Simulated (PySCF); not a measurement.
# C3H9BS: the cost of one run

The runs use PySCF 2.14.0, with density-fitted response routines of our own; the level of theory stands in each step. All values are computed, except where a source is named. Atoms count from 0, in the outputs and in this text.

## Step 1: Starting geometry

14 atoms, charge 0, multiplicity 1; geometry from: GFN2-xTB.

Bonds of the start (Å): B0–S1 1.74, S1–C2 1.84, C2–C3 1.52, C3–C4 1.52, B0–H5 1.17, B0–H6 1.17, C2–H7 1.09, C2–H8 1.09, C3–H9 1.09, C3–H10 1.09, C4–H11 1.09, C4–H12 1.09, C4–H13 1.09.

## Step 2: TDDFT and polarisability: PBE0/def2-SVPD

Job settings and geometry (Å):

```
{"job": {"kind": "uv", "xc": "PBE0", "basis": "def2-SVPD", "nstates": 8, "ntriplets": 3}, "charge": 0, "multiplicity": 1}
B      3.082217    -0.327205    -0.031506
S      1.707765    -0.444705    -1.097675
C      0.277662    -0.023269    -0.011538
C     -1.015513    -0.024451    -0.809940
C     -2.209790     0.314918     0.074297
H      2.932567    -0.028616     1.087730
H      4.129999    -0.556234    -0.489805
H      0.243285    -0.765179     0.786012
H      0.469444     0.959894     0.417054
H     -0.934977     0.703341    -1.619196
H     -1.155161    -1.008218    -1.261319
H     -2.096801     1.306305     0.507598
H     -2.304347    -0.404455     0.884789
H     -3.127027     0.297400    -0.508448
```

Level: TDDFT PBE0/def2-SVPD, vertical, gas phase, core orbitals frozen in the response.

On the command line:

```console
$ OMP_NUM_THREADS=1 python probes_run.py task.json out
```

One launch serves the whole session: the jobs run in the order shown.

Q: Estimate the wall time and peak memory of this first job on 1 thread of Arm Neoverse V1, shared host.

About 26 s, with a peak of 0.71 GiB.
